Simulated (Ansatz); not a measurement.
# H10O2Si4: the cost of one run

All numbers below are computed with Ansatz 0.2.0 (RKS PBE-D4/6-31G).

**1. The structure to begin with**

Bond lengths (14 of 15 bonds, heavy atoms first): Si1–Si3 2.220 Å, Si1–O7 1.679 Å, O7–Si8 1.680 Å, Si1–O12 1.679 Å, O12–Si13 1.680 Å, Si1–H2 1.460 Å, Si3–H4 1.460 Å, Si3–H5 1.460 Å, Si3–H6 1.460 Å, Si8–H9 1.460 Å, Si8–H10 1.460 Å, Si8–H11 1.460 Å, Si13–H14 1.460 Å, Si13–H15 1.460 Å. Angles (14 of 26 angles, heavy atoms first): Si3–Si1–O7 109.5°, Si3–Si1–O12 109.5°, O7–Si1–O12 109.5°, Si1–O7–Si8 125.0°, Si1–O12–Si13 125.0°, H2–Si1–Si3 109.5°, H2–Si1–O7 109.5°, H2–Si1–O12 109.5°, Si1–Si3–H4 109.5°, Si1–Si3–H5 109.5°, Si1–Si3–H6 109.5°, O7–Si8–H9 109.5°, O7–Si8–H10 109.5°, O7–Si8–H11 109.5°.

As a file:

```xyz
16

Si    0.0000    0.0000    0.0000
H     0.0000    0.0000    1.4600
Si    2.0935    0.0000   -0.7393
H     2.5508   -1.3762   -0.9079
H     2.1573    0.6939   -2.0222
H     2.9510    0.6823    0.2255
O    -0.7913    1.3709   -0.5594
Si   -2.4002    1.4263   -1.0396
H    -3.2124    0.6421   -0.1138
H    -2.8620    2.8114   -1.0378
H    -2.5267    0.8736   -2.3850
O    -0.7913   -1.3709   -0.5594
Si   -1.6730   -2.4329    0.3983
H    -1.2634   -2.2870    1.7920
H    -3.0964   -2.1323    0.2761
H    -1.4264   -3.8036   -0.0398
```

**2. Relaxing the start**

input.yaml

```yaml
crystal:
  periodic: [false, false, false]
  atoms:
    - { symbol: Si, position_ang: [0.0, 0.0, 0.0] }
    - { symbol: H, position_ang: [0.0, 0.0, 1.46] }
    - { symbol: Si, position_ang: [2.0935, 0.0, -0.7393] }
    - { symbol: H, position_ang: [2.5508, -1.3762, -0.9079] }
    - { symbol: H, position_ang: [2.1573, 0.6939, -2.0222] }
    - { symbol: H, position_ang: [2.951, 0.6823, 0.2255] }
    - { symbol: O, position_ang: [-0.7913, 1.3709, -0.5594] }
    - { symbol: Si, position_ang: [-2.4002, 1.4263, -1.0396] }
    - { symbol: H, position_ang: [-3.2124, 0.6421, -0.1138] }
    - { symbol: H, position_ang: [-2.862, 2.8114, -1.0378] }
    - { symbol: H, position_ang: [-2.5267, 0.8736, -2.385] }
    - { symbol: O, position_ang: [-0.7913, -1.3709, -0.5594] }
    - { symbol: Si, position_ang: [-1.673, -2.4329, 0.3983] }
    - { symbol: H, position_ang: [-1.2634, -2.287, 1.792] }
    - { symbol: H, position_ang: [-3.0964, -2.1323, 0.2761] }
    - { symbol: H, position_ang: [-1.4264, -3.8036, -0.0398] }
basis:
  gaussian: { orbitals: "6-31G" }
hamiltonian:
  xc: pbe
  dispersion: d4
relax:
  f_tol: 0.02
  max_steps: 40
output:
  orbitals: {}
```

The run is started by

```
$ ansatz run input.yaml --threads 2 --pin off --max-ram 3072MiB --backend cpu --events-out ev --progress --plain --runs-dir out
```

What time and memory should one allow on 2 threads of Arm Neoverse V1, shared host?

About 1.9 min, with a peak of 0.16 GiB.
